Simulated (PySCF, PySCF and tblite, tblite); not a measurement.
**C₄H₅NO₃Si: a path driven as a shift of bonds, and NMR exchange**

One table from this session's results is given with a row withheld; the runs are named, their logs left out.

Computed with tblite 0.8.0 (tight binding) and PySCF 2.14.0 (DFT, with response routines of our own); each step states its level. Atoms count from 0 throughout.

### The molecule as given

14 atoms, charge 0, multiplicity 1; geometry from: force field or distance geometry start.

Bonds of the start (Å): C1–C4 1.46, C1–O2 1.36, C4–C5 1.42, C4–N8 1.35, C5–C6 1.36, C5–H12 1.09, C6–H13 1.08, C6–O7 1.35, O0–C1 1.23, O2–Si3 1.64, O7–N8 1.38, Si3–H10 1.47, Si3–H11 1.50, Si3–H9 1.48.

The first run:

What the job is given:

```
{"job": {"xc": "GFN2-xTB", "basis": "xTB", "kind": "relax"}, "charge": 0, "multiplicity": 1}
O      0.677400     0.718200     1.506700
C      0.453500     0.206900     0.405600
O      1.431000    -0.198800    -0.452400
Si     3.033600    -0.020400    -0.158900
C     -0.898200    -0.051200    -0.069300
C     -2.119200     0.248600     0.590100
C     -3.092400    -0.167400    -0.270400
O     -2.516800    -0.683600    -1.376000
N     -1.141300    -0.619900    -1.269400
H      3.802200    -0.561100    -1.296000
H      3.376300     1.403700     0.013300
H      3.407100    -0.805800     1.059300
H     -2.245000     0.707200     1.573500
H     -4.168800    -0.176900    -0.248300
```

Launch:

```sh
$ OMP_NUM_THREADS=1 python ens_run.py task.json out
```

The driver reads the study from task.json and runs its stages one after another.

Among the steps run: GFN2-xTB relaxation, start minimum; Relaxed scan, to the middle; Relaxed scan, from the middle, back; Relaxed scan, from the middle, on; Nudged elastic band, leg 1; Saddle search, leg 1; DFT refinement, start: PBE0-D3(BJ)/def2-SVP; Shieldings, start: PBE0/pcSseg-1; Shieldings, saddle of leg 1: PBE0/pcSseg-1; Shieldings, end: PBE0/pcSseg-1; Barriers, rates and exchange; Shieldings, start: B3LYP/pcSseg-1; Single-point energy, saddle of leg 1: B3LYP/pcSseg-1; Shieldings, end: B3LYP/pcSseg-1; Second level: B3LYP/pcSseg-1 + D3(BJ).

One of the session's tables, all rows but one given; the rest of the session is left out.

It belongs to the step «Second level: B3LYP/pcSseg-1 + D3(BJ)». Barriers by level (kcal/mol; entropies in cal/(mol K)). Zero-point and thermal terms come from xTB in every row. ΔG‡ leaves symmetry out; the rate counts equivalent paths (a factor of 2); effective ΔG‡, where given, is the barrier that would give that rate by Eyring's equation alone:

| level | ΔE‡ | with zero-point | ΔH‡ | ΔG‡ (298 K) | ΔE of reaction |
| --- | --- | --- | --- | --- | --- |
| GFN2-xTB | 13.58 | 13.82 | 13.27 | 14.51 | 1.23 |
| PBE0-D3(BJ)/def2-SVP | ? | ? | ? | ? | ? |
| PBE0/pcSseg-1 + D3(BJ) | 14.69 | 14.94 | 14.39 | 15.62 | 1.07 |
| B3LYP/pcSseg-1 + D3(BJ) | 17.04 | 17.29 | 16.74 | 17.97 | 1.10 |

Estimate the missing values for PBE0-D3(BJ)/def2-SVP.

**Answer.** ΔE‡: 14.29; with zero-point: 14.54; ΔH‡: 13.99; ΔG‡ (298 K): 15.22; ΔE of reaction: 0.93. In the column «ΔE‡» it lies between GFN2-xTB (13.58) and PBE0/pcSseg-1 + D3(BJ) (14.69).
